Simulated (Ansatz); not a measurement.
# Cl− with H₂S: structure and interaction energy

An exercise on one series of results from a longer session: the logs are not shown, and one member is left open.

Program: Ansatz 0.2.0, Gaussian basis. Level of theory: PBE0-D4 structure, single points in def2-TZVPPD. These are calculated values, not measurements.

Levels: PBE-D4, revPBE-D4, BLYP-D4, r2SCAN-D4, B97M-V, PBE0-D4, B3LYP-D4, HSE06-D4, wB97X-V, wB97M-V, B2PLYP, Hartree-Fock, MP2, CCSD, CCSD(T). The reference is CCSD(T) extrapolated to the basis limit.

Correlated methods freeze the cores. B3LYP uses VWN-RPA correlation. B2PLYP carries no dispersion term here.

163 further runs of the same task are left out: 163 set aside as unsound or not needed.

### The system as given

The pair, from a GFN2-xTB docking trial: 4 atoms, charge -1, spin multiplicity 1.

Atoms are counted from 1 here; the program's logs count them from 0.

Bond lengths: S2–H3 1.376 Å, S2–H4 1.325 Å. Angles: H3–S2–H4 90.7°.

Coordinates:

```xyz
4
charge -1, multiplicity 1
Cl   -0.4100    2.0787    0.2053
S     0.5162   -1.0090   -0.4642
H     0.1876    0.3114   -0.2570
H    -0.2938   -1.3811    0.5159
```

Atoms 1 to 1 are fragment A (Cl−), the rest fragment B (H₂S).

The first run:

pre/in.yaml reads:

```yaml
crystal:
  periodic: [false, false, false]
  atoms:
    - {symbol: Cl, position_ang: [-0.410000, 2.078700, 0.205300]}
    - {symbol: S, position_ang: [0.516200, -1.009000, -0.464200]}
    - {symbol: H, position_ang: [0.187600, 0.311400, -0.257000]}
    - {symbol: H, position_ang: [-0.293800, -1.381100, 0.515900]}
basis:
  gaussian: {orbitals: def2-SVPD}
total_charge: -1
hamiltonian: {xc: pbe, dispersion: d4}
relax: {f_tol: 0.03, max_steps: 250}
```

Command:

```
> ansatz run in.yaml --threads 2 --pin off --events-out ev --progress --plain --max-ram 5222MiB
```

Among the steps run: A first relaxation in a small basis; Relaxation at PBE0-D4; wB97X-V/def2-TZVPPD; wB97M-V/def2-TZVPPD; B2PLYP/def2-TZVPPD; B97M-V/def2-TZVPPD; CCSD(T)/def2-TZVPPD; MP2/def2-QZVPPD; Hartree-Fock/STO-3G; SPW92/def2-SVP; wB97M-V/def2-SVP; CCSD(T)/def2-SVP; Vibrations of the pair.

One table of the session follows, with a row left open; its other results are not shown here.

```
      method  interaction (kJ/mol)
      PBE-D4                     ?
   revPBE-D4                -74.18
     BLYP-D4                -69.00
   r2SCAN-D4                -75.37
      B97M-V                -66.37
     PBE0-D4                -74.11
    B3LYP-D4                -67.62
    HSE06-D4                -74.51
     wB97X-V                -63.15
     wB97M-V                -61.83
      B2PLYP                -61.38
Hartree-Fock                -36.08
         MP2                -63.69
        CCSD                -53.06
     CCSD(T)                -57.43
 CCSD(T)/CBS                -63.10
```

Q: Estimate the row for PBE-D4 from the others.

The run gave: interaction (kJ/mol): -78.22. In the column «interaction (kJ/mol)» it is the lowest.
